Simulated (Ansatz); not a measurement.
# CH5NOSiZn: the cost of one run

Program: Ansatz 0.2.0. Level of theory: RKS PBE0-D4/def2-SVP. These are calculated values, not measurements.

**1. The starting structure**

SMILES `C1[NH][Zn][O][SiH2]1`, 10 atoms, charge 0, spin multiplicity 1.

Atoms are counted from 1 here; the program's logs count them from 0.

Bond lengths: C1–N2 1.481 Å, C1–Si5 1.975 Å, C1–H6 1.118 Å, C1–H7 1.118 Å, N2–Zn3 1.877 Å, N2–H8 1.028 Å, Zn3–O4 1.862 Å, Zn3–Si5 2.675 Å, O4–Si5 1.681 Å, Si5–H9 1.508 Å, Si5–H10 1.510 Å. Angles: N2–C1–Si5 112.9°, N2–C1–H6 109.9°, N2–C1–H7 114.6°, Si5–C1–H6 105.7°, Si5–C1–H7 106.8°, H6–C1–H7 106.3°, C1–N2–Zn3 98.8°, C1–N2–H8 111.4°, Zn3–N2–H8 118.6°, N2–Zn3–O4 115.1°, N2–Zn3–Si5 76.7°, O4–Zn3–Si5 38.5°, Zn3–O4–Si5 97.9°, C1–Si5–Zn3 64.9°, C1–Si5–O4 107.8°, C1–Si5–H9 107.4°, C1–Si5–H10 108.9°, Zn3–Si5–O4 43.6° and more.

As a file:

```mol
CH5NOSiZn
  3D, bonds by distance, orders not assigned

 10 11  0  0  0  0  0  0  0  0999 V2000
    0.2077   -0.2236    0.7996 C   0  0
    0.1504   -1.6142    0.2927 N   0  0
   -0.8416   -1.3103   -1.2720 Zn  0  0
   -0.8075    0.4420   -1.8998 O   0  0
    0.0675    1.1243   -0.6367 Si  0  0
    1.1938   -0.0387    1.2931 H   0  0
   -0.5751    0.0288    1.5572 H   0  0
   -0.2310   -2.2553    0.9999 H   0  0
   -0.6218    2.3331   -0.0561 H   0  0
    1.4575    1.5138   -1.0779 H   0  0
  1  2  8  0
  1  5  8  0
  1  6  8  0
  1  7  8  0
  2  3  8  0
  2  8  8  0
  3  4  8  0
  3  5  8  0
  4  5  8  0
  5  9  8  0
  5 10  8  0
M  END
```

**2. Relaxation**

input.yaml

```yaml
crystal:
  periodic: [false, false, false]
  atoms:
    - { symbol: C, position_ang: [0.207693, -0.223582, 0.799647] }
    - { symbol: "N", position_ang: [0.150398, -1.614173, 0.292698] }
    - { symbol: Zn, position_ang: [-0.841572, -1.310262, -1.272037] }
    - { symbol: O, position_ang: [-0.807455, 0.44196, -1.89978] }
    - { symbol: Si, position_ang: [0.06749, 1.124286, -0.636696] }
    - { symbol: H, position_ang: [1.193757, -0.038664, 1.293071] }
    - { symbol: H, position_ang: [-0.575059, 0.028782, 1.557157] }
    - { symbol: H, position_ang: [-0.231025, -2.255273, 0.99994] }
    - { symbol: H, position_ang: [-0.621758, 2.333107, -0.056088] }
    - { symbol: H, position_ang: [1.457522, 1.513818, -1.077921] }
basis:
  gaussian: { orbitals: def2-SVP }
hamiltonian:
  xc: pbe0
  dispersion: d4
output:
  forces: true
relax:
  f_tol: 0.003
  max_steps: 120
```

On the command line:

```
$ ansatz run input.yaml --threads 1 --pin off --max-ram 2560MiB --backend cpu --events-out ev --progress --plain --runs-dir out
```

What time and memory should one allow on 1 thread of Arm Neoverse V2, shared host?

About 97 s, with a peak of 0.29 GiB.
